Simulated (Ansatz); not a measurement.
# TePb: the cost of one run

Computed with Ansatz 0.2.0 (DFT r2SCAN, scalar-relativistic, plane waves, PAW, unless a step's input says otherwise).

## 1. Starting point

It takes space group Fm-3m (No. 225, cubic). The conventional cell has a = 6.454 Å, b = 6.454 Å, c = 6.454 Å, α = 90.00°, β = 90.00°, γ = 90.00°. Te (site symmetry m-3m) is surrounded by 6 Pb at 3.23 Å. Pb (site symmetry m-3m) is surrounded by 6 Te at 3.23 Å.

Structure file:

```xyz
2
Lattice="0.0000 3.2270 3.2270 3.2270 0.0000 3.2270 3.2270 3.2270 0.0000" Properties=species:S:1:pos:R:3 pbc="T T T"
Te    3.2270    3.2270    3.2270
Pb    0.0000    0.0000    0.0000
```

The structure comes from the Crystallography Open Database.

## 2. Probe: one point at the start

input.yaml

```yaml
crystal:
  lattice:
    - [0.0, 3.227, 3.227]
    - [3.227, 0.0, 3.227]
    - [3.227, 3.227, 0.0]
  atoms:
    - { symbol: Te, position: [0.5, 0.5, 0.5] }
    - { symbol: Pb, position: [0.0, 0.0, 0.0] }
basis:
  ecutwfc: 500
kpoints:
  mp_grid: { grid: [6, 6, 6] }
hamiltonian:
  xc: r2scan
scf:
  occupations: { method: gaussian, width: 0.1 }
output:
  forces: true
  stress: true
  eigenvalues: true
```

The run is started by

```
$ ansatz run input.yaml --threads 1 --pin off --max-ram 2560MiB --backend cpu --events-out ev --progress --plain --runs-dir out
```

**Question.** How long does this run take on 1 thread of Arm Neoverse V1, shared host, and how much memory does it need?

About 4.3 s, with a peak of 0.52 GiB.
